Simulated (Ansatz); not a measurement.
Sn3Te in Ansatz: the effect of functional

Crystal: Sn3Te.

```
CELL_PARAMETERS angstrom
4.96105 0.00000 0.00000
0.00000 4.96105 0.00000
0.00000 0.00000 4.96105
ATOMIC_POSITIONS crystal
Te 0.00000 0.00000 0.00000
Sn 0.00000 0.50000 0.50000
Sn 0.50000 0.00000 0.50000
Sn 0.50000 0.50000 0.00000
```

The cell comes from a database or a generator and needn't be the stable form of this composition.

The cell isn't the ideal one: volume scaled by 1.06.

Alike in all runs:

- Program: Ansatz 0.2.0
- Task: single point
- Potentials or basis: Ansatz PAW
- k mesh: 6 × 6 × 6
- Occupations: fermi-dirac, width 0.05 eV
- Spin: no spin polarisation

```csv
functional,cutoff,pressure (GPa)
LDA,420 eV (not typed: the program's choice for these potentials),-5.4
r2SCAN,500 eV (not typed: the program's choice for these potentials),-2.6
PBE,420 eV (not typed: the program's choice for these potentials),?
```

Task: What does the run with functional PBE give?

Result: Pressure -2.0 GPa.

Caveats: the PAW data sets come from PBE, with cores solved anew for the run's functional, which leaves a small shift of forces and pressure (some runs).
